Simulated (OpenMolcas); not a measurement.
**N²⁺: CASSCF and CASPT2 terms and fine-structure levels**

Which level of N²⁺ lies lowest, and where do the others fall? The reference wave functions come first, then spin-orbit coupling, then second-order correlation under several settings.

Method: state-averaged CASSCF and CASPT2, spin-orbit coupling by RASSI with atomic mean-field integrals. Code: OpenMolcas 26.06.

## 1. The system

| Item | Value |
| --- | --- |
| Species | N²⁺ (nitrogen, Z = 7, 5 electrons) |
| Basis | ANO-RCC-VTZP [4s3p2d1f], 30 functions |
| Scalar Hamiltonian | DKH4, point nucleus |
| Inactive shells | 1s |
| Active space | 3 electrons in 8 orbitals (2s 2p 3s 3p) |
| Some configurations of this space | 2p³, 2s 2p², 2s² 2p |
| Orbitals | optimised for the ground-state spin in each parity, averaged over the low roots |

Outer shells as boxes (Hund's rule):

2p3
```
2p [↑ ][↑ ][↑ ]
```

2s 2p2
```
2s [↑ ]
2p [↑ ][↑ ][  ]
```

2s2 2p
```
2s [↑↓]
2p [↑ ][  ][  ]
```

Each step is its own input file, run in one work folder so that later steps find the files of earlier ones. Labels, J, g values, rates, χT and fits are worked out afterwards by a script from the matrices that RASSI stores.

## 2. One- and two-electron integrals

a.inp reads:

```
&GATEWAY
Coord
1

N 0.0 0.0 0.0
Basis=ANO-RCC-VTZP
Group=XYZ
NoMove
AngMom=0.0 0.0 0.0
AMFI
&SEWARD
Relativistic=R04O02
```

The run is started by

```sh
> OMP_NUM_THREADS=1 MOLCAS_MEM=2252 MOLCAS_PROJECT=a pymolcas a.inp > a.log
```

## 3. A small preliminary run for start orbitals

a.inp reads:

```
&RASSCF
FileOrb=start.orb
Symmetry=2
Spin=4
nActEl=3 0 0
Inactive=1 0
Ras2=1 3
CIRoot=1 1 1
SDav=1
CIMx=300
Iter=120 100
PrWF=0.3
OrbListing=Nothing
MaxOrb=0
Atom
>>> COPY $Project.JobIph JOBPRE
```

## 4. CASSCF: doublets of odd parity, 11 roots

a.inp reads:

```
&RASSCF
FileOrb=start.orb
Symmetry=2
Spin=2
nActEl=3 0 0
Inactive=1 0
Ras2=2 6
CIRoot=11 11 1
SDav=94
CIMx=300
Iter=120 100
PrWF=0.3
OrbListing=Nothing
MaxOrb=0
Atom
>>> COPY $Project.JobIph JOB001
```

## 5. Reference wave functions, quartets of odd parity, 13 roots

a.inp reads:

```
&RASSCF
FileOrb=start.orb
Symmetry=2
Spin=4
nActEl=3 0 0
Inactive=1 0
Ras2=2 6
CIRoot=13 13 1
SDav=26
CIMx=300
Iter=120 100
PrWF=0.3
OrbListing=Nothing
MaxOrb=0
Atom
CIOnly
>>> COPY $Project.JobIph JOB002
```

## 6. CASSCF: doublets of even parity, 9 roots

a.inp reads:

```
&RASSCF
FileOrb=start.orb
Symmetry=1
Spin=2
nActEl=3 0 0
Inactive=1 0
Ras2=2 6
CIRoot=9 9 1
SDav=74
CIMx=300
Iter=120 100
PrWF=0.3
OrbListing=Nothing
MaxOrb=0
Atom
>>> COPY $Project.JobIph JOB003
```

## 7. Reference wave functions, quartets of even parity, 15 roots

a.inp reads:

```
&RASSCF
FileOrb=start.orb
Symmetry=1
Spin=4
nActEl=3 0 0
Inactive=1 0
Ras2=2 6
CIRoot=15 15 1
SDav=30
CIMx=300
Iter=120 100
PrWF=0.3
OrbListing=Nothing
MaxOrb=0
Atom
CIOnly
>>> COPY $Project.JobIph JOB004
```

## 8. RASSI: spin-orbit coupling between the states

a.inp reads:

```
&RASSI
NrOfJobIphs=4 11 1 9 3
1 2 3 4 5 6 7 8 9 10 11
1
1 2 3 4 5 6 7 8 9
1 2 3
IphNames
JOB001
JOB002
JOB003
JOB004
EJob
SpinOrbit
DIPRint=1.0
SOCoupling=1000.0
Subsets=2
MEES
Property=10
'ANGMOM' 1 'ANGMOM' 2 'ANGMOM' 3 'MLTPL  1' 1 'MLTPL  1' 2 'MLTPL  1' 3
'AMFI' 1 'AMFI' 2 'AMFI' 3 'MLTPL  2' 6
SOProperty=3
'ANGMOM' 1 'ANGMOM' 2 'ANGMOM' 3
```

## 9. CASPT2: IPEA 0.5, sigma2 regulariser 0.4 (closed shells correlated: 1s)

a.inp reads:

```
>>> COPY JOB001 $Project.JobIph
&CASPT2
Multistate=11 1 2 3 4 5 6 7 8 9 10 11
Frozen=0 0
IPEA=0.5
Sig2=0.4
MaxIter=60
WThr=0.0 0.3 0.05
PrWF=0.5
NoMix
>>> COPY JOB002 $Project.JobIph
&CASPT2
Multistate=1 1
Frozen=0 0
IPEA=0.5
Sig2=0.4
MaxIter=60
WThr=0.0 0.3 0.05
PrWF=0.5
NoMix
>>> COPY JOB003 $Project.JobIph
&CASPT2
Multistate=9 1 2 3 4 5 6 7 8 9
Frozen=0 0
IPEA=0.5
Sig2=0.4
MaxIter=60
WThr=0.0 0.3 0.05
PrWF=0.5
NoMix
>>> COPY JOB004 $Project.JobIph
&CASPT2
Multistate=3 1 2 3
Frozen=0 0
IPEA=0.5
Sig2=0.4
MaxIter=60
WThr=0.0 0.3 0.05
PrWF=0.5
NoMix
```

## 10. CASPT2: IPEA 0.6, imaginary shift 0.3 (closed shells correlated: 1s)

Edit a.inp of step 9 so:

```diff
@@ -4,4 +4,4 @@
 Frozen=0 0
-IPEA=0.5
-Sig2=0.4
+IPEA=0.6
+Imaginary=0.3
 MaxIter=60
@@ -14,4 +14,4 @@
 Frozen=0 0
-IPEA=0.5
-Sig2=0.4
+IPEA=0.6
+Imaginary=0.3
 MaxIter=60
@@ -24,4 +24,4 @@
 Frozen=0 0
-IPEA=0.5
-Sig2=0.4
+IPEA=0.6
+Imaginary=0.3
 MaxIter=60
@@ -34,4 +34,4 @@
 Frozen=0 0
-IPEA=0.5
-Sig2=0.4
+IPEA=0.6
+Imaginary=0.3
 MaxIter=60
```

## 11. CASPT2: IPEA 0.35 (closed shells correlated: 1s)

Edit a.inp of step 10 so:

```diff
@@ -4,4 +4,3 @@
 Frozen=0 0
-IPEA=0.6
-Imaginary=0.3
+IPEA=0.35
 MaxIter=60
@@ -14,4 +13,3 @@
 Frozen=0 0
-IPEA=0.6
-Imaginary=0.3
+IPEA=0.35
 MaxIter=60
@@ -24,4 +22,3 @@
 Frozen=0 0
-IPEA=0.6
-Imaginary=0.3
+IPEA=0.35
 MaxIter=60
@@ -34,4 +31,3 @@
 Frozen=0 0
-IPEA=0.6
-Imaginary=0.3
+IPEA=0.35
 MaxIter=60
```

(Steps that only read results are left out.)

What does the calculation give? Wanted: lowest level; first excited level; lowest level of another term; spin-orbit lowering of the lowest level; strongest of the lines computed, by gA, at CASSCF energies.

**Answer**, as computed:

```
                                                  quantity                                                                       value
                                                    method  SS-CASPT2, IPEA 0.5, sigma2 regulariser 0.4 (closed shells correlated: 1s)
                                              lowest level                               2s² 2p ²P°_1/2, 100 % of that term, g = 0.666
                               ground level listed by NIST                                                                      2P°1/2
                                       first excited level                                                  2s² 2p ²P°_3/2 at 168 cm⁻¹
                              lowest level of another term                                                 2s 2p² ⁴P_1/2 at 55780 cm⁻¹
                   spin-orbit lowering of the lowest level                                                                    112 cm⁻¹
strongest of the lines computed, by gA, at CASSCF energies                  2s 2p² ²P_3/2 → 2s² 2p ²P°_3/2, 64.42 nm, A = 5.68e+09 s⁻¹
```

Cost and accuracy by method:

| method | time of its own steps | time with the reference | mean absolute difference from the measured levels (cm-1) |
| --- | --- | --- | --- |
| A. CASSCF | 21 s | 21 s | 6000 |
| B. SS-CASPT2, IPEA 0.5, sigma2 regulariser 0.4, +1s | 5.7 s | 26 s | 1100 |
| C. SS-CASPT2, IPEA 0.6, imaginary shift 0.3, +1s | 5.6 s | 26 s | 1200 |
| D. SS-CASPT2, IPEA 0.35, +1s | 5.5 s | 26 s | 990 |

Times are of one thread on a shared host.

In words: The multiplet ²P° is regular. Method D lies closest to the measured levels (990 cm⁻¹ on average) and A farthest (6000). Only the configurations of the active space and the roots asked for are present. The quartets rest on orbitals optimised for another spin in at least one step, which raises them against the optimised states. Not all states of the active space went into the spin-orbit step. CASPT2 does not keep the components of a term degenerate, and the means are used. The levels of the extra active shells were not computed. Only valence configurations of the active space appear, up to the ionisation limit; * or ° marks odd parity.
